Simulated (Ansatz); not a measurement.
# In2N2H8: small, medium and large basis sets

How large a basis does In2N2H8 need? Two functionals are run in growing sets.

Computed with Ansatz 0.2.0, Gaussian basis. Level: one geometry, several basis sets.

The runs, in order: PBE0-D4/def2-SVP; ωB97M-V/def2-SVP; PBE0-D4/def2-QZVPP; ωB97M-V/def2-QZVPP; the functionals' def2-TZVPP values are taken from earlier runs.

**1. Structure used throughout**

The geometry comes from an earlier relaxation with PBE0-D4 in a triple-zeta def2 set; it is a stationary point, not always the lowest conformer. In takes the def2 core potential; no spin-orbit term is included.

SMILES `[NH2+]1[InH2-][NH2+][InH2-]1`, 12 atoms, charge 0, spin multiplicity 1.

Atoms are counted from 1 here; the program's logs count them from 0.

Bond lengths: N1–In2 2.218 Å, N1–In4 2.218 Å, N1–H5 1.013 Å, N1–H6 1.013 Å, In2–N3 2.218 Å, In2–H7 1.721 Å, In2–H8 1.721 Å, N3–In4 2.218 Å, N3–H9 1.013 Å, N3–H10 1.013 Å, In4–H11 1.721 Å, In4–H12 1.721 Å. Angles: In2–N1–In4 96.7°, In2–N1–H5 113.5°, In2–N1–H6 113.5°, In4–N1–H5 113.5°, In4–N1–H6 113.5°, H5–N1–H6 106.3°, N1–In2–N3 83.3°, N1–In2–H7 108.3°, N1–In2–H8 108.3°, N3–In2–H7 108.3°, N3–In2–H8 108.3°, H7–In2–H8 130.2°, In2–N3–In4 96.7°, In2–N3–H9 113.5°, In2–N3–H10 113.5°, In4–N3–H9 113.5°, In4–N3–H10 113.5°, H9–N3–H10 106.3° and more.

**2. PBE0-D4 in def2-SVP**

Contents of in.yaml:

```yaml
crystal:
  periodic: [false, false, false]
  atoms:
    - {symbol: N, position_ang: [-0.965205, 0.394779, -1.042654]}
    - {symbol: In, position_ang: [1.252324, 0.340969, -1.030197]}
    - {symbol: N, position_ang: [0.965225, -0.394296, 1.042821]}
    - {symbol: In, position_ang: [-1.252314, -0.341016, 1.030173]}
    - {symbol: H, position_ang: [-1.379668, -0.206317, -1.745452]}
    - {symbol: H, position_ang: [-1.345936, 1.320854, -1.198955]}
    - {symbol: H, position_ang: [1.832499, 1.959005, -0.955042]}
    - {symbol: H, position_ang: [1.766560, -0.979629, -2.005923]}
    - {symbol: H, position_ang: [1.379731, 0.206726, 1.745643]}
    - {symbol: H, position_ang: [1.345913, -1.320411, 1.199053]}
    - {symbol: H, position_ang: [-1.831612, -1.959372, 0.954067]}
    - {symbol: H, position_ang: [-1.767517, 0.978728, 2.006457]}
basis:
  gaussian: {orbitals: def2-SVP}
hamiltonian: {xc: pbe0, dispersion: d4}
output: {orbitals: {seedname: orbitals}}
```

Started as:

```bash
$ ansatz run in.yaml --threads 4 --pin off --events-out ev --progress --plain --max-ram 11315MiB
```

Further steps of the session: ωB97M-V in def2-SVP; PBE0-D4 in def2-QZVPP; ωB97M-V in def2-QZVPP.

Q: Predict the results of all the runs planned. Wanted: PBE0-D4: double and triple zeta above quadruple; ωB97M-V: double and triple zeta above quadruple.

**Answer**, as computed:

| quantity | value |
| --- | --- |
| PBE0-D4: double and triple zeta above quadruple | 4.43, 0.28 eV |
| ωB97M-V: double and triple zeta above quadruple | 4.61, 0.27 eV |

**Reading.** For PBE0-D4 the step from double to triple zeta gains 4.15 eV and the next only 0.28 eV. These are total energies; as a rule much of such shifts cancels in differences, which this series doesn't test. The LUMO of ωB97M-V is positive and keeps falling with the basis (0.95 to 0.23 eV): an unbound level that the basis holds in place.
